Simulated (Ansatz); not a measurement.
**RuW: a listed cell, distorted in several ways**

How do energy, forces, pressure and gap of RuW change under further strains and shifts, swapped elements, distortions that keep the symmetry, other functionals? Each case is one self-consistent run.

Method: DFT PBEsol, scalar-relativistic, plane waves, PAW, in Ansatz 0.2.0.

### Step 1. Starting point

Symmetry: P-6m2, No. 187, hexagonal system. Conventional cell: a = 2.767 Å, b = 2.767 Å, c = 4.462 Å, α = 90.00°, β = 90.00°, γ = 120.00°. Ru (site symmetry -6m2) is surrounded by 6 W at 2.74 Å and 6 Ru at 2.77 Å. W (site symmetry -6m2) has 6 Ru at 2.74 Å and 6 W at 2.77 Å as nearest neighbours.

Coordinates:

```xyz
2
Lattice="2.7668 0.0000 0.0000 -1.3834 2.3961 0.0000 0.0000 0.0000 4.4622" Properties=species:S:1:pos:R:3 pbc="T T T"
Ru    0.0000    0.0000    2.2311
W     1.3834    0.7987    0.0000
```

The structure comes from the Materials Project (structure only).

### Step 2. Strain and moves within the space group

Against the listed cell: strain xx, yy, zz, yz, xz, xy = -5.8, -5.8, +0.2, +0.0, +0.0, +0.0 %.

input.yaml

```yaml
crystal:
  lattice:
    - [2.6067763798, 0.0, 0.0]
    - [-1.3033881899, 2.2575345669, 0.0]
    - [0.0, 0.0, 4.4718783783]
  atoms:
    - { symbol: Ru, position: [0.0, 0.0, 0.5] }
    - { symbol: W, position: [0.66666667, 0.33333333, 0.0] }
basis:
  ecutwfc: 420
kpoints:
  mp_grid: { grid: [18, 18, 10] }
hamiltonian:
  xc: pbesol
scf:
  occupations: { method: gaussian, width: 0.1 }
output:
  forces: true
  stress: true
  eigenvalues: true
```

### Step 3. One element swapped, cell strained: Ru → Os, probe on a coarse mesh

input.yaml

```yaml
crystal:
  lattice:
    - [2.7426345148, 0.0, 0.0]
    - [-1.3713172574, 2.3751911631, 0.0]
    - [0.0, 0.0, 4.3565797774]
  atoms:
    - { symbol: Os, position: [0.0, 0.0, 0.5] }
    - { symbol: W, position: [0.66666667, 0.33333333, 0.0] }
basis:
  ecutwfc: 420
kpoints:
  mp_grid: { grid: [9, 9, 4] }
hamiltonian:
  xc: pbesol
scf:
  occupations: { method: gaussian, width: 0.1 }
output:
  forces: true
  stress: true
  eigenvalues: true
```

### Step 4. One element swapped, cell strained: Ru → Os

input.yaml: that of step 3 with these lines changed.

```diff
@@ -11,3 +11,3 @@
 kpoints:
-  mp_grid: { grid: [9, 9, 4] }
+  mp_grid: { grid: [18, 18, 10] }
 hamiltonian:
```

### Step 5. One element swapped, cell strained: Ru → Zr, probe on a coarse mesh

input.yaml

```yaml
crystal:
  lattice:
    - [3.0606186516, 0.0, 0.0]
    - [-1.5303093258, 2.6505735036, 0.0]
    - [0.0, 0.0, 4.9360894876]
  atoms:
    - { symbol: Zr, position: [0.0, 0.0, 0.5] }
    - { symbol: W, position: [0.66666667, 0.33333333, 0.0] }
basis:
  ecutwfc: 420
kpoints:
  mp_grid: { grid: [6, 6, 4] }
hamiltonian:
  xc: pbesol
scf:
  occupations: { method: gaussian, width: 0.1 }
output:
  forces: true
  stress: true
  eigenvalues: true
```

### Step 6. One element swapped, cell strained: Ru → Zr

input.yaml: that of step 5 with these lines changed.

```diff
@@ -11,3 +11,3 @@
 kpoints:
-  mp_grid: { grid: [6, 6, 4] }
+  mp_grid: { grid: [15, 15, 8] }
 hamiltonian:
@@ -20 +20,2 @@
   eigenvalues: true
+  populations: true
```

### Step 7. Strain and moves within the space group

input.yaml

```yaml
crystal:
  lattice:
    - [2.7039190294, 0.0, 0.0]
    - [-1.3519595147, 2.3416625692, 0.0]
    - [0.0, 0.0, 4.2938796271]
  atoms:
    - { symbol: Ru, position: [0.0, 0.0, 0.5] }
    - { symbol: W, position: [0.66666667, 0.33333333, 0.0] }
basis:
  ecutwfc: 420
kpoints:
  mp_grid: { grid: [18, 18, 10] }
hamiltonian:
  xc: pbesol
scf:
  occupations: { method: gaussian, width: 0.1 }
output:
  forces: true
  stress: true
  eigenvalues: true
```

### Step 8. Strain and moves within the space group

input.yaml: that of step 7 with these lines changed.

```diff
@@ -2,5 +2,5 @@
   lattice:
-    - [2.7039190294, 0.0, 0.0]
-    - [-1.3519595147, 2.3416625692, 0.0]
-    - [0.0, 0.0, 4.2938796271]
+    - [2.8224491093, 0.0, 0.0]
+    - [-1.4112245547, 2.4443126295, 0.0]
+    - [0.0, 0.0, 4.4850419861]
   atoms:
@@ -20 +20,2 @@
   eigenvalues: true
+  populations: true
```

### Step 9. Functional and cell changed: r2SCAN

input.yaml

```yaml
crystal:
  lattice:
    - [2.7915715255, 0.0, 0.0]
    - [-1.3957857627, 2.4175718575, 0.0]
    - [0.0, 0.0, 4.5021769875]
  atoms:
    - { symbol: Ru, position: [0.0, 0.0, 0.5] }
    - { symbol: W, position: [0.66666667, 0.33333333, 0.0] }
basis:
  ecutwfc: 500
kpoints:
  mp_grid: { grid: [18, 18, 10] }
hamiltonian:
  xc: r2scan
scf:
  occupations: { method: gaussian, width: 0.1 }
output:
  forces: true
  stress: true
  eigenvalues: true
```

**Question.** What will these runs give? Wanted: for each run, case; energy; pressure; largest force.

As calculated:

```
step                                         case  energy (meV/atom)  pressure (GPa)  largest force (eV/Å)  gap on the mesh (eV)
   2      strain and moves within the space group               +0.0            41.4                  0.00                  0.00
   4  one element swapped, cell strained: Ru → Os                n/a            16.6                  0.00                  0.00
   6  one element swapped, cell strained: Ru → Zr                n/a           -12.3                  0.00                  0.00
   7      strain and moves within the space group             -158.5            25.2                  0.00                  0.00
   8      strain and moves within the space group             -173.3           -17.7                  0.00                  0.00
   9          functional and cell changed: r2SCAN                n/a            -9.6                  0.00                  0.00
```

Energies are counted from step 2, with the smearing taken to zero. Other atoms or functionals have another zero of energy (n/a). A gap of 0.00 means none on the mesh at this level.

The distorted cells of the listed formula and level show no gap on the mesh. Spin-orbit coupling is left out for Os, W.
